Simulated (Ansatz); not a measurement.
# CH₇FSn (built from SMILES F.[CH3][SnH3]): search for a transition state

Is there a first-order saddle for this four-centre ligand exchange, which should form Sn1–F7, C2–H6 and break Sn1–C2, H6–F7, and which two structures does it connect?

Method: PBE0-D4, def2-SVP first, then def2-TZVP; program: Ansatz 0.2.0, Gaussian basis.

143 further runs of the same task are left out: 143 set aside as unsound or not needed.

**1. The system as given**

The guess: 10 atoms, charge 0, spin multiplicity 1.

Atoms are counted from 1 here; the program's logs count them from 0.

Bond lengths: Sn1–C2 2.429 Å, Sn1–H3 1.716 Å, Sn1–H4 1.673 Å, Sn1–H5 1.673 Å, C2–H6 1.316 Å, C2–H8 1.089 Å, C2–H9 1.089 Å, C2–H10 1.097 Å. Angles: C2–Sn1–H3 95.2°, C2–Sn1–H4 110.5°, C2–Sn1–H5 110.7°, H3–Sn1–H4 110.5°, H3–Sn1–H5 110.4°, H4–Sn1–H5 117.4°, Sn1–C2–H6 65.2°, Sn1–C2–H8 96.3°, Sn1–C2–H9 96.3°, Sn1–C2–H10 143.4°, H6–C2–H8 124.4°, H6–C2–H9 124.2°, H6–C2–H10 78.2°, H8–C2–H9 109.0°, H8–C2–H10 104.6°, H9–C2–H10 104.6°.

Geometry (Å):

| atom | x (Å) | y (Å) | z (Å) |
| --- | --- | --- | --- |
| Sn1 | -0.8048 | 0.9609 | -0.2752 |
| C2 | 0.4789 | -1.0929 | -0.0846 |
| H3 | -1.8476 | 0.3785 | -1.5075 |
| H4 | -1.6639 | 1.2461 | 1.1321 |
| H5 | 0.1505 | 2.2042 | -0.8592 |
| H6 | 0.8599 | -0.1270 | 0.7236 |
| F7 | 1.1295 | 0.8999 | 1.4557 |
| H8 | -0.3717 | -1.7479 | 0.0977 |
| H9 | 0.7580 | -1.1570 | -1.1351 |
| H10 | 1.3111 | -1.5647 | 0.4525 |

Distances that are to change: Sn1–F7 2.60 Å, C2–H6 1.32 Å, Sn1–C2 2.43 Å, H6–F7 1.29 Å.

**2. Constrained relaxation of the guess**

File hold/in.yaml:

```yaml
crystal:
  periodic: [false, false, false]
  atoms:
    - {symbol: Sn, position_ang: [-0.804800, 0.960900, -0.275200]}
    - {symbol: C, position_ang: [0.478900, -1.092900, -0.084600]}
    - {symbol: H, position_ang: [-1.847600, 0.378500, -1.507500]}
    - {symbol: H, position_ang: [-1.663900, 1.246100, 1.132100]}
    - {symbol: H, position_ang: [0.150500, 2.204200, -0.859200]}
    - {symbol: H, position_ang: [0.859900, -0.127000, 0.723600]}
    - {symbol: F, position_ang: [1.129500, 0.899900, 1.455700]}
    - {symbol: H, position_ang: [-0.371700, -1.747900, 0.097700]}
    - {symbol: H, position_ang: [0.758000, -1.157000, -1.135100]}
    - {symbol: H, position_ang: [1.311100, -1.564700, 0.452500]}
basis:
  gaussian: {orbitals: def2-SVP}
hamiltonian: {xc: pbe0, dispersion: d4}
relax: {f_tol: 0.04, max_steps: 150, escape_saddle: false, constraints: [{distance: [0, 6]}, {distance: [1, 5]}, {distance: [0, 1]}, {distance: [5, 6]}]}
```

On the command line:

```
> ansatz run in.yaml --threads 4 --pin off --events-out ev --progress --plain --max-ram 9574MiB
```

After this run come: Force constants to start from; Saddle search in the small basis; Saddle search in triple zeta; Checking the order of the point; Relaxing after a step of 0.30 Å one way along the mode; Relaxing after a step of 0.30 Å the other way along the mode.

Q: Predict the outcome of this session. Wanted: imaginary mode; barrier from the start side; barrier from the end side; energy of the step; pairs that change; zero-point energy at the saddle.

The runs gave:

| quantity | value |
| --- | --- |
| imaginary mode | 1071i cm⁻¹ |
| barrier from the start side | 121.8 kJ/mol |
| barrier from the end side | 190.6 kJ/mol |
| energy of the step | -68.8 kJ/mol |
| pairs that change | Sn1–F7 formed, C2–H6 formed, Sn1–C2 broken, H6–F7 broken |
| zero-point energy at the saddle | 1.760 eV |

What this shows: The point has a single imaginary mode (1071i cm⁻¹), as a transition state must. The two relaxations end on the structures that were planned. At PBE0-D4/def2-TZVP the electronic barrier is 121.8 kJ/mol, about 49 kT at 298 K, and the step runs 68.8 kJ/mol downhill. The barrier is thin enough for tunnelling; the leading (Wigner) term alone is a factor of 2.1 at 298 K. A step off the saddle overshot and began above it in energy, so the link to its end is likely but not proven.
